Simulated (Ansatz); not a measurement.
# C4H3FeO4P: small, medium and large basis sets

The task here is to estimate one member of a computed series from the others.

Computed with Ansatz 0.2.0, Gaussian basis. Level: one geometry, several basis sets.

The runs, in order: PBE0-D4/def2-SVP; ωB97M-V/def2-SVP; PBE0-D4/def2-QZVPP; ωB97M-V/def2-QZVPP; the functionals' def2-TZVPP values are taken from earlier runs.

1 further run of the same task is left out (it didn't finish).

### The geometry

The geometry comes from an earlier relaxation with PBE0-D4 in a triple-zeta def2 set; it is a stationary point, not always the lowest conformer.

SMILES `[O+]#[C][Fe-5]([PH3+])([C]#[O+])([C]#[O+])[C]#[O+]`, 13 atoms, charge 0, spin multiplicity 1.

Atoms are counted from 1 here; the program's logs count them from 0.

Bond lengths: O1–C2 1.143 Å, C2–Fe3 1.781 Å, Fe3–P4 2.203 Å, Fe3–C5 1.781 Å, Fe3–C7 1.781 Å, Fe3–C9 1.774 Å, P4–H11 1.410 Å, P4–H12 1.410 Å, P4–H13 1.410 Å, C5–O6 1.143 Å, C7–O8 1.143 Å, C9–O10 1.138 Å. Angles: O1–C2–Fe3 179.9°, C2–Fe3–P4 89.0°, C2–Fe3–C5 120.1°, C2–Fe3–C7 119.9°, C2–Fe3–C9 91.0°, P4–Fe3–C5 89.0°, P4–Fe3–C7 89.0°, P4–Fe3–C9 179.9°, C5–Fe3–C7 119.9°, C5–Fe3–C9 91.0°, C7–Fe3–C9 91.0°, Fe3–P4–H11 119.1°, Fe3–P4–H12 119.1°, Fe3–P4–H13 119.1°, H11–P4–H12 98.3°, H11–P4–H13 98.3°, H12–P4–H13 98.3°, Fe3–C5–O6 179.9° and more.

The first run:

in.yaml reads:

```yaml
crystal:
  periodic: [false, false, false]
  atoms:
    - {symbol: O, position_ang: [0.448972, -0.095033, 2.921562]}
    - {symbol: C, position_ang: [0.423838, 0.061908, 1.789462]}
    - {symbol: Fe, position_ang: [0.386870, 0.306624, 0.025601]}
    - {symbol: P, position_ang: [-1.337348, -1.059536, -0.088256]}
    - {symbol: C, position_ang: [-0.625974, 1.593137, -0.675484]}
    - {symbol: O, position_ang: [-1.275012, 2.419665, -1.125490]}
    - {symbol: C, position_ang: [1.291270, -0.793828, -1.043764]}
    - {symbol: O, position_ang: [1.872771, -1.498983, -1.730411]}
    - {symbol: C, position_ang: [1.774677, 1.407826, 0.118822]}
    - {symbol: O, position_ang: [2.664729, 2.114329, 0.178869]}
    - {symbol: H, position_ang: [-2.525358, -0.723929, 0.593507]}
    - {symbol: H, position_ang: [-1.198557, -2.381321, 0.383316]}
    - {symbol: H, position_ang: [-1.900888, -1.350871, -1.347746]}
basis:
  gaussian: {orbitals: def2-SVP}
hamiltonian: {xc: pbe0, dispersion: d4}
output: {orbitals: {seedname: orbitals}}
```

Started as:

```bash
ansatz run in.yaml --threads 4 --pin off --events-out ev --progress --plain --max-ram 66560MiB --backend cpu
```

Among the steps run: PBE0-D4 in def2-SVP; ωB97M-V in def2-SVP; PBE0-D4 in def2-QZVPP; ωB97M-V in def2-QZVPP.

One of the session's tables, all rows but one given; the rest of the session is left out.

It belongs to the step «Functionals by basis». 

```
functional       basis  HOMO (eV)
   PBE0-D4    def2-SVP      -6.51
   PBE0-D4  def2-TZVPP      -6.71
   PBE0-D4  def2-QZVPP          ?
   ωB97M-V    def2-SVP      -8.54
   ωB97M-V  def2-TZVPP      -8.81
   ωB97M-V  def2-QZVPP      -8.84
```

Q: Estimate the row for PBE0-D4, def2-QZVPP from the others.

As computed: HOMO (eV): -6.74. In the column «HOMO (eV)» it lies between ωB97M-V, def2-SVP (-8.54) and PBE0-D4, def2-TZVPP (-6.71).
